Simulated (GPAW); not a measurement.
# NbRu3C (Pm-3m) in GPAW: notebook

The runs below take NbRu3C through relaxation of cell and atoms, with PBEsol+D3(BJ)+ATM, PBEsol+D4.

Program: GPAW 26.7.0. These are calculated values, not measurements. Logs are shortened: lines on timing, memory, paths and dates and some standing lists are left out, and cuts for length are marked. The log counts tension as positive stress, the text compression.

### 1 Starting point

It takes space group Pm-3m (No. 221, cubic). The conventional cell has a = 4.065 Å, b = 4.065 Å, c = 4.065 Å, α = 90.00°, β = 90.00°, γ = 90.00°. Around Ru (site symmetry 4/mmm) lie 2 C at 2.03 Å. Nb (site symmetry m-3m) has 12 Ru at 2.87 Å as nearest neighbours. C (site symmetry m-3m) has 6 Ru at 2.03 Å as nearest neighbours.

The cell comes from a database or a generator and needn't be the stable form of this composition.

### 2 Relaxation of cell and atoms, PBEsol+D3(BJ)+ATM

run.py

```python
from ase import Atoms
from ase.calculators.mixing import SumCalculator
from ase.filters import FrechetCellFilter
from ase.io import write
from ase.optimize import BFGS
from dftd3.ase import DFTD3
from gpaw import GPAW, PW, setup_paths

setup_paths.insert(0, '.')

atoms = Atoms(['Ru', 'Ru', 'Ru', 'Nb', 'C'],
              cell=[[4.065138, 0.0, 0.0],
                    [0.0, 4.065138, 0.0],
                    [0.0, 0.0, 4.065138]],
              scaled_positions=[[0.5, 0.5, 0.0],
                                [0.5, 0.0, 0.5],
                                [0.0, 0.5, 0.5],
                                [0.0, 0.0, 0.0],
                                [0.5, 0.5, 0.5]],
              pbc=True)

calc = GPAW(mode=PW(800),
            xc='PBEsol',
            kpts={'size': (5, 5, 5), 'gamma': True},
            occupations={'name': 'fermi-dirac', 'width': 0.05},
            nbands=56,
            convergence={'density': 1e-05, 'forces': 0.0001},
            maxiter=150,
            txt='gpaw.txt')
atoms.calc = SumCalculator([calc, DFTD3(damping='d3bj', params_tweaks=dict(method='pbesol', atm=True))])
opt = BFGS(FrechetCellFilter(atoms), trajectory='relax.traj', logfile='-')
done = opt.run(fmax=0.02, steps=60)
calc.write('gs.gpw')
write('result.traj', atoms)
print('Converged:', done)
print('Cell:', atoms.cell.cellpar().round(4))
print('Volume:', round(atoms.get_volume(), 4))
print(atoms.get_scaled_positions().round(5))
```

Potentials or basis: PAW data sets generated in the run's folder for this functional, pw.

Command:

```console
> gpaw-setup -f PBEsol C Nb Ru
> OMP_NUM_THREADS=1 python run.py
```

gpaw.txt:

```text
__  _  _
 | _ |_)|_||  |
 |__||  | ||/\| - 26.7.0

Input parameters:
  mode=PW(ecut=800.0),
  convergence={'density': 1e-05, 'forces': 0.0001},
  kpts=MonkhorstPack(size=(5, 5, 5), gamma=True),
  maxiter=150,
  nbands=56,
  occupations=Occupations(name='fermi-dirac', width=0.05),
  xc=XC(name='PBEsol')

Diagonalizing LCAO Hamiltonian
Converting LCAO to pw mode
   .---------.
  /|         |
 * |         |
 | |         |
 |Ru   C     |
 | .--Ru-----.
 |/    Ru   /
 Nb--------*

Atoms  # Å, Bohr magnetons
|   | symbol |        x |        y |        z |    initial magnetic moments |
|---|--------|----------|----------|----------|-----------------------------|
| 0 |     Ru | 2.032569 | 2.032569 | 0.000000 | ( 0.0000,  0.0000,  0.0000) |
| 1 |     Ru | 2.032569 | 0.000000 | 2.032569 | ( 0.0000,  0.0000,  0.0000) |
| 2 |     Ru | 0.000000 | 2.032569 | 2.032569 | ( 0.0000,  0.0000,  0.0000) |
| 3 |     Nb | 0.000000 | 0.000000 | 0.000000 | ( 0.0000,  0.0000,  0.0000) |
| 4 |      C | 2.032569 | 2.032569 | 2.032569 | ( 0.0000,  0.0000,  0.0000) |

Unit cell  # Å
| periodic |        x |        y |        z |  lengths |    angles |
|----------|----------|----------|----------|----------|-----------|
|      yes | 4.065138 | 0.000000 | 0.000000 | 4.065138 | 90.000000 |
|      yes | 0.000000 | 4.065138 | 0.000000 | 4.065138 | 90.000000 |
|      yes | 0.000000 | 0.000000 | 4.065138 | 4.065138 | 90.000000 |

Number of symmetries: 48
Symmetry operations  # r_c * U_cc + t_c -> r_c
|    | kind |            matrix            |
|----|------|------------------------------|
|  0 |  E   |  1, 0, 0,  0, 1, 0,  0, 0, 1 |
|  1 |  σ   |  1, 0, 0,  0, 1, 0,  0, 0,-1 |
|  2 |  σ   |  1, 0, 0,  0, 0, 1,  0, 1, 0 |
|  3 |  C4  |  1, 0, 0,  0, 0, 1,  0,-1, 0 |
|  4 |  C4  |  1, 0, 0,  0, 0,-1,  0, 1, 0 |
|  5 |  σ   |  1, 0, 0,  0, 0,-1,  0,-1, 0 |
|  6 |  σ   |  1, 0, 0,  0,-1, 0,  0, 0, 1 |
|  7 |  C2  |  1, 0, 0,  0,-1, 0,  0, 0,-1 |
|  8 |  σ   |  0, 1, 0,  1, 0, 0,  0, 0, 1 |
|  9 |  C2  |  0, 1, 0,  1, 0, 0,  0, 0,-1 |
| 10 |  C3  |  0, 1, 0,  0, 0, 1,  1, 0, 0 |
| 11 |  S6  |  0, 1, 0,  0, 0, 1, -1, 0, 0 |
| 12 |  S6  |  0, 1, 0,  0, 0,-1,  1, 0, 0 |
| 13 |  C3  |  0, 1, 0,  0, 0,-1, -1, 0, 0 |
| 14 |  C4  |  0, 1, 0, -1, 0, 0,  0, 0, 1 |
| 15 |  S4  |  0, 1, 0, -1, 0, 0,  0, 0,-1 |
| 16 |  C3  |  0, 0, 1,  1, 0, 0,  0, 1, 0 |
| 17 |  S6  |  0, 0, 1,  1, 0, 0,  0,-1, 0 |
| 18 |  σ   |  0, 0, 1,  0, 1, 0,  1, 0, 0 |
| 19 |  C4  |  0, 0, 1,  0, 1, 0, -1, 0, 0 |
| 20 |  C2  |  0, 0, 1,  0,-1, 0,  1, 0, 0 |
| 21 |  S4  |  0, 0, 1,  0,-1, 0, -1, 0, 0 |
| 22 |  S6  |  0, 0, 1, -1, 0, 0,  0, 1, 0 |
| 23 |  C3  |  0, 0, 1, -1, 0, 0,  0,-1, 0 |
| 24 |  S6  |  0, 0,-1,  1, 0, 0,  0, 1, 0 |
| 25 |  C3  |  0, 0,-1,  1, 0, 0,  0,-1, 0 |
| 26 |  C4  |  0, 0,-1,  0, 1, 0,  1, 0, 0 |
| 27 |  σ   |  0, 0,-1,  0, 1, 0, -1, 0, 0 |
| 28 |  S4  |  0, 0,-1,  0,-1, 0,  1, 0, 0 |
| 29 |  C2  |  0, 0,-1,  0,-1, 0, -1, 0, 0 |
| 30 |  C3  |  0, 0,-1, -1, 0, 0,  0, 1, 0 |
| 31 |  S6  |  0, 0,-1, -1, 0, 0,  0,-1, 0 |
| 32 |  C4  |  0,-1, 0,  1, 0, 0,  0, 0, 1 |
| 33 |  S4  |  0,-1, 0,  1, 0, 0,  0, 0,-1 |
| 34 |  S6  |  0,-1, 0,  0, 0, 1,  1, 0, 0 |
| 35 |  C3  |  0,-1, 0,  0, 0, 1, -1, 0, 0 |
| 36 |  C3  |  0,-1, 0,  0, 0,-1,  1, 0, 0 |
| 37 |  S6  |  0,-1, 0,  0, 0,-1, -1, 0, 0 |
| 38 |  σ   |  0,-1, 0, -1, 0, 0,  0, 0, 1 |
| 39 |  C2  |  0,-1, 0, -1, 0, 0,  0, 0,-1 |
| 40 |  σ   | -1, 0, 0,  0, 1, 0,  0, 0, 1 |
| 41 |  C2  | -1, 0, 0,  0, 1, 0,  0, 0,-1 |
| 42 |  C2  | -1, 0, 0,  0, 0, 1,  0, 1, 0 |
| 43 |  S4  | -1, 0, 0,  0, 0, 1,  0,-1, 0 |
| 44 |  S4  | -1, 0, 0,  0, 0,-1,  0, 1, 0 |
| 45 |  C2  | -1, 0, 0,  0, 0,-1,  0,-1, 0 |
| 46 |  C2  | -1, 0, 0,  0,-1, 0,  0, 0, 1 |
| 47 |  i   | -1, 0, 0,  0,-1, 0,  0, 0,-1 |
[... 191 lines left out ...]
Fermi level: 12.560
Eigenvalues  # (at kpt = [0.000, 0.000, 0.000])
| band index |      eig [eV] | occ [0-2] |
|------------|---------------|-----------|
|          0 |       -60.575 |     2.000 |
|        ... |               |           |
|         23 |         9.344 |     2.000 |
|         24 |         9.344 |     2.000 |
|         25 |         9.344 |     2.000 |
|         26 |        10.041 |     2.000 |
|         27 |        10.041 |     2.000 |
|         28 |        10.041 |     2.000 |
[... 8 lines left out ...]
|         37 |        15.496 |     0.000 |
|         38 |        15.496 |     0.000 |
|        ... |               |           |
|         55 |        34.898 |     0.000 |

No gap
No difference between direct/indirect transitions

Stress tensor  # eV/Ang^3
|         x |         y |        z |
|-----------|-----------|----------|
|  0.073809 | -0.000000 | 0.000000 |
| -0.000000 |  0.073809 | 0.000000 |
|  0.000000 |  0.000000 | 0.073809 |

Forces  # eV/Ang
|        x |        y |        z |
|----------|----------|----------|
|  0.00000 | -0.00000 |  0.00000 |  # Ru   0
|  0.00000 |  0.00000 |  0.00000 |  # Ru   1
|  0.00000 |  0.00000 |  0.00000 |  # Ru   2
| -0.00000 | -0.00000 | -0.00000 |  # Nb   3
|  0.00000 |  0.00000 | -0.00000 |  # C    4

Interpolating wave functions to new cell

         Ru   C
            Ru
              Ru
       Nb

Atoms  # Å, Bohr magnetons
|   | symbol |         x |         y |         z |    initial magnetic moments |
|---|--------|-----------|-----------|-----------|-----------------------------|
| 0 |     Ru |  2.024510 |  2.024510 | -0.000000 | ( 0.0000,  0.0000,  0.0000) |
| 1 |     Ru |  2.024510 | -0.000000 |  2.024510 | ( 0.0000,  0.0000,  0.0000) |
| 2 |     Ru |  0.000000 |  2.024510 |  2.024510 | ( 0.0000,  0.0000,  0.0000) |
| 3 |     Nb | -0.000000 |  0.000000 |  0.000000 | ( 0.0000,  0.0000,  0.0000) |
| 4 |      C |  2.024510 |  2.024510 |  2.024510 | ( 0.0000,  0.0000,  0.0000) |

Unit cell  # Å
| periodic |         x |         y |         z |  lengths |    angles |
|----------|-----------|-----------|-----------|----------|-----------|
|      yes |  4.049020 |  0.000000 | -0.000000 | 4.049020 | 90.000000 |
|      yes |  0.000000 |  4.049020 | -0.000000 | 4.049020 | 90.000000 |
|      yes | -0.000000 | -0.000000 |  4.049020 | 4.049020 | 90.000000 |

Number of symmetries: 48
Symmetry operations  # r_c * U_cc + t_c -> r_c
|    | kind |            matrix            |
|----|------|------------------------------|
|  0 |  E   |  1, 0, 0,  0, 1, 0,  0, 0, 1 |
|  1 |  σ   |  1, 0, 0,  0, 1, 0,  0, 0,-1 |
|  2 |  σ   |  1, 0, 0,  0, 0, 1,  0, 1, 0 |
|  3 |  C4  |  1, 0, 0,  0, 0, 1,  0,-1, 0 |
|  4 |  C4  |  1, 0, 0,  0, 0,-1,  0, 1, 0 |
|  5 |  σ   |  1, 0, 0,  0, 0,-1,  0,-1, 0 |
|  6 |  σ   |  1, 0, 0,  0,-1, 0,  0, 0, 1 |
|  7 |  C2  |  1, 0, 0,  0,-1, 0,  0, 0,-1 |
|  8 |  σ   |  0, 1, 0,  1, 0, 0,  0, 0, 1 |
|  9 |  C2  |  0, 1, 0,  1, 0, 0,  0, 0,-1 |
| 10 |  C3  |  0, 1, 0,  0, 0, 1,  1, 0, 0 |
| 11 |  S6  |  0, 1, 0,  0, 0, 1, -1, 0, 0 |
| 12 |  S6  |  0, 1, 0,  0, 0,-1,  1, 0, 0 |
| 13 |  C3  |  0, 1, 0,  0, 0,-1, -1, 0, 0 |
| 14 |  C4  |  0, 1, 0, -1, 0, 0,  0, 0, 1 |
| 15 |  S4  |  0, 1, 0, -1, 0, 0,  0, 0,-1 |
| 16 |  C3  |  0, 0, 1,  1, 0, 0,  0, 1, 0 |
[... 530 lines left out ...]
Fermi level: 13.668
Eigenvalues  # (at kpt = [0.000, 0.000, 0.000])
| band index |      eig [eV] | occ [0-2] |
|------------|---------------|-----------|
|          0 |       -59.593 |     2.000 |
|        ... |               |           |
|         23 |        10.295 |     2.000 |
|         24 |        10.295 |     2.000 |
|         25 |        10.295 |     2.000 |
|         26 |        10.916 |     2.000 |
|         27 |        10.916 |     2.000 |
|         28 |        10.916 |     2.000 |
[... 8 lines left out ...]
|         37 |        16.909 |     0.000 |
|         38 |        16.909 |     0.000 |
|        ... |               |           |
|         55 |        36.653 |     0.000 |

No gap
No difference between direct/indirect transitions

Stress tensor  # eV/Ang^3
|         x |         y |         z |
|-----------|-----------|-----------|
| -0.040638 |  0.000000 |  0.000000 |
|  0.000000 | -0.040638 | -0.000000 |
|  0.000000 | -0.000000 | -0.040638 |

Forces  # eV/Ang
|        x |        y |        z |
|----------|----------|----------|
|  0.00000 |  0.00000 | -0.00000 |  # Ru   0
|  0.00000 |  0.00000 |  0.00000 |  # Ru   1
|  0.00000 | -0.00000 |  0.00000 |  # Ru   2
|  0.00000 | -0.00000 |  0.00000 |  # Nb   3
| -0.00000 |  0.00000 |  0.00000 |  # C    4

Interpolating wave functions to new cell

         Ru   C
            Ru
              Ru
       Nb

Atoms  # Å, Bohr magnetons
|   | symbol |         x |         y |         z |    initial magnetic moments |
|---|--------|-----------|-----------|-----------|-----------------------------|
| 0 |     Ru |  1.993119 |  1.993119 | -0.000000 | ( 0.0000,  0.0000,  0.0000) |
| 1 |     Ru |  1.993119 |  0.000000 |  1.993119 | ( 0.0000,  0.0000,  0.0000) |
| 2 |     Ru | -0.000000 |  1.993119 |  1.993119 | ( 0.0000,  0.0000,  0.0000) |
| 3 |     Nb | -0.000000 | -0.000000 |  0.000000 | ( 0.0000,  0.0000,  0.0000) |
| 4 |      C |  1.993119 |  1.993119 |  1.993119 | ( 0.0000,  0.0000,  0.0000) |

Unit cell  # Å
| periodic |         x |         y |         z |  lengths |    angles |
|----------|-----------|-----------|-----------|----------|-----------|
|      yes |  3.986237 | -0.000000 |  0.000000 | 3.986237 | 90.000000 |
|      yes | -0.000000 |  3.986237 | -0.000000 | 3.986237 | 90.000000 |
|      yes |  0.000000 |  0.000000 |  3.986237 | 3.986237 | 90.000000 |

Number of symmetries: 48
Symmetry operations  # r_c * U_cc + t_c -> r_c
|    | kind |            matrix            |
|----|------|------------------------------|
|  0 |  E   |  1, 0, 0,  0, 1, 0,  0, 0, 1 |
|  1 |  σ   |  1, 0, 0,  0, 1, 0,  0, 0,-1 |
|  2 |  σ   |  1, 0, 0,  0, 0, 1,  0, 1, 0 |
|  3 |  C4  |  1, 0, 0,  0, 0, 1,  0,-1, 0 |
|  4 |  C4  |  1, 0, 0,  0, 0,-1,  0, 1, 0 |
|  5 |  σ   |  1, 0, 0,  0, 0,-1,  0,-1, 0 |
|  6 |  σ   |  1, 0, 0,  0,-1, 0,  0, 0, 1 |
|  7 |  C2  |  1, 0, 0,  0,-1, 0,  0, 0,-1 |
|  8 |  σ   |  0, 1, 0,  1, 0, 0,  0, 0, 1 |
|  9 |  C2  |  0, 1, 0,  1, 0, 0,  0, 0,-1 |
| 10 |  C3  |  0, 1, 0,  0, 0, 1,  1, 0, 0 |
| 11 |  S6  |  0, 1, 0,  0, 0, 1, -1, 0, 0 |
| 12 |  S6  |  0, 1, 0,  0, 0,-1,  1, 0, 0 |
| 13 |  C3  |  0, 1, 0,  0, 0,-1, -1, 0, 0 |
| 14 |  C4  |  0, 1, 0, -1, 0, 0,  0, 0, 1 |
| 15 |  S4  |  0, 1, 0, -1, 0, 0,  0, 0,-1 |
| 16 |  C3  |  0, 0, 1,  1, 0, 0,  0, 1, 0 |
[... 219 lines left out ...]
Fermi level: 13.596
Eigenvalues  # (at kpt = [0.000, 0.000, 0.000])
| band index |      eig [eV] | occ [0-2] |
|------------|---------------|-----------|
|          0 |       -59.656 |     2.000 |
|        ... |               |           |
|         23 |        10.232 |     2.000 |
|         24 |        10.232 |     2.000 |
|         25 |        10.232 |     2.000 |
|         26 |        10.859 |     2.000 |
|         27 |        10.859 |     2.000 |
|         28 |        10.859 |     2.000 |
[... 8 lines left out ...]
|         37 |        16.817 |     0.000 |
|         38 |        16.817 |     0.000 |
|        ... |               |           |
|         55 |        33.375 |     0.000 |

No gap
No difference between direct/indirect transitions

Stress tensor  # eV/Ang^3
|         x |         y |         z |
|-----------|-----------|-----------|
| -0.032352 | -0.000000 |  0.000000 |
| -0.000000 | -0.032352 |  0.000000 |
|  0.000000 |  0.000000 | -0.032352 |

Forces  # eV/Ang
|        x |        y |        z |
|----------|----------|----------|
| -0.00000 |  0.00000 |  0.00000 |  # Ru   0
|  0.00000 |  0.00000 |  0.00000 |  # Ru   1
|  0.00000 | -0.00000 |  0.00000 |  # Ru   2
| -0.00000 | -0.00000 | -0.00000 |  # Nb   3
|  0.00000 |  0.00000 | -0.00000 |  # C    4

# Writing to gs.gpw (mode='')
```

Run time: 69 s. Hardware: 1 thread of AMD EPYC 9R45 (Zen 5), shared host; peak memory 0.32 GiB.

What came out:

```yaml
Free_energy: -54.5648 eV
Relaxed_volume: 12.67 Å³/atom
Relaxed_cell: a = 3.986 Å, b = 3.986 Å, c = 3.986 Å, α = 90.00°, β = 90.00°, γ = 90.00°
Space_group_after_relaxing_to_0.05_Å: Pm-3m (No. 221)
Energy_gained_by_relaxing: 41.8 meV/atom
Ionic_steps: 4
Pressure_after_relaxing: -0.1 GPa
Band_gap_on_the_k_mesh: none (metal or under the smearing width)
Dispersion_energy_per_atom: -0.474 eV
```

Step by step:
| step | energy change (eV) | largest force (eV/Å) | pressure (GPa) | volume (Å³) |
| --- | --- | --- | --- | --- |
| 1 | 0.0000 | 0.0000 | -16.58 | 67.18 |
| 2 | -0.0748 | 0.0000 | -13.60 | 66.38 |
| 3 | -0.2079 | 0.0000 | 1.22 | 63.09 |
| 4 | -0.2088 | 0.0000 | -0.07 | 63.34 |

Final structure:
```yaml
crystal:
  lattice:
    - [3.98624, 0.00000, 0.00000]
    - [0.00000, 3.98624, 0.00000]
    - [0.00000, 0.00000, 3.98624]
  atoms:
    - { symbol: Ru, position: [0.50000, 0.50000, 0.00000] }
    - { symbol: Ru, position: [0.50000, 0.00000, 0.50000] }
    - { symbol: Ru, position: [0.00000, 0.50000, 0.50000] }
    - { symbol: Nb, position: [0.00000, 0.00000, 0.00000] }
    - { symbol: C, position: [0.50000, 0.50000, 0.50000] }
```

Levels at points of the mesh, in eV from the Fermi level:
| k point | band 30 | band 31 | band 32 | band 33 | band 34 | band 35 |
| --- | --- | --- | --- | --- | --- | --- |
| (0.00, 0.00, 0.00) | -1.42 | -1.42 | 0.74 | 0.76 | 0.76 | 0.76 |

Caveat: later steps reuse the first step's grids; pairwise dispersion overbinds metals, which lowers pressure and volume.

(Continued in part 2 of 2.)
